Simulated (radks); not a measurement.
# Ionisation of Cs⁺: one atom, several choices of exchange strength α

An exercise on one series of results from a longer session: the logs are not shown, and one member is left open.

The numbers are computed with radks (a radial shooting solver on a logarithmic mesh, Libxc functionals) version 1 (scalar-relativistic Kohn-Sham, spin-polarised, spherical densities, finite nucleus; open shells are filled with parallel spins first), except any that are marked as measured or tabulated.

### What is computed

- element: caesium (Z = 55)
- charge: +1
- electrons: 54
- configuration: [Xe]
- ion: Cs²⁺, [Kr] 4d10 5s2 5p5
- choices: α = 0.637; α = 0.667; α = 0.691; α = 0.776; α = 0.914

Outer shells as boxes (Hund's rule):

Cs⁺
```
[Kr] core
4d [↑↓][↑↓][↑↓][↑↓][↑↓]
5s [↑↓]
5p [↑↓][↑↓][↑↓]
```

Cs²⁺
```
[Kr] core
4d [↑↓][↑↓][↑↓][↑↓][↑↓]
5s [↑↓]
5p [↑↓][↑↓][↑ ]
```

The first run:

The run's settings:

```text
Z 55
configuration [Xe]
relativity scalar-relativistic
functional xalpha 0.637
spin polarised
nucleus finite rms 4.8041 fm
c 137.035999084
```

Among the steps run: α = 0.637: Cs⁺.

One of the session's tables, all rows but one given; the rest of the session is left out.

It belongs to the step «α = 0.637: Cs⁺». Sizes of the orbitals, from the radial functions (bohr):

```
level     <r>  outermost maximum (interpolated)  90 % within  nodes
   3s  0.2997                             0.273        0.440      2
   3p  0.2976                             0.267        0.446      1
   3d  0.2741                             0.220        0.430      0
   4s  0.6960                             0.643         1.00      3
   4p  0.7412                             0.674         1.08      2
   4d       ?                                 ?            ?      ?
   5s   1.743                              1.54         2.53      4
   5p   2.095                              1.78         3.11      3
```

Estimate the missing values for 4d.

As computed: <r>: 0.8402; outermost maximum (interpolated): 0.722; 90 % within: 1.27; nodes: 1. In the column «<r>» it lies between 4p (0.7412) and 5s (1.743).

Caveats from the session: Open shells are spherical and high-spin; term and fine-structure splittings are not resolved.
